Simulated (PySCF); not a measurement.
# GdH14O7 ([Gd(H2O)7]3+): the cost of one run

Programs: PySCF 2.14.0, with routines of our own; each step states its level. All values are computed. Atoms count from 0.

### 1 The system as given

22 atoms, charge 3, states of the metal's open shell are computed; geometry from: model geometry, bond lengths from ionic radii.

### 2 Ligand-field states: state-averaged CASSCF

Job settings and geometry (Å):

```
{"job": {"kind": "lf", "basis": {"metal": "x2c-TZVPall", "ligand": "x2c-SVPall"}, "nevpt": false, "roots": {"8": 1, "6": 48, "4": 120, "2": 113}}, "charge": 3, "metal": "Gd", "open_shell": "f7"}
Gd     0.000000     0.000000     0.000000
O      0.000000     0.000000     2.398000
H      0.775000     0.000000     2.973000
H     -0.775000     0.000000     2.973000
O      0.000000     0.000000    -2.398000
H      0.775000     0.000000    -2.973000
H     -0.775000     0.000000    -2.973000
O      2.398000     0.000000     0.000000
H      2.973000     0.775000     0.000000
H      2.973000    -0.775000     0.000000
O      0.741023     2.280634     0.000000
H      0.181639     3.066979     0.000000
H      1.655776     2.588003     0.000000
O     -1.940023     1.409509     0.000000
H     -2.860741     1.120497     0.000000
H     -1.949674     2.374474     0.000000
O     -1.940023    -1.409509     0.000000
H     -1.949674    -2.374474     0.000000
H     -2.860741    -1.120497     0.000000
O      0.741023    -2.280634     0.000000
H      1.655776    -2.588003     0.000000
H      0.181639    -3.066979     0.000000
```

Level: state-averaged CASSCF of the metal f shell, state-interaction spin-orbit coupling.

Launch:

```console
$ OMP_NUM_THREADS=1 python lf_run.py task.json out
```

The driver reads the jobs from task.json and runs them one after another.

Q: Estimate the wall time and peak memory of this first job on 1 thread of Arm Neoverse V2, shared host.

About 73 s, with a peak of 1 GiB.
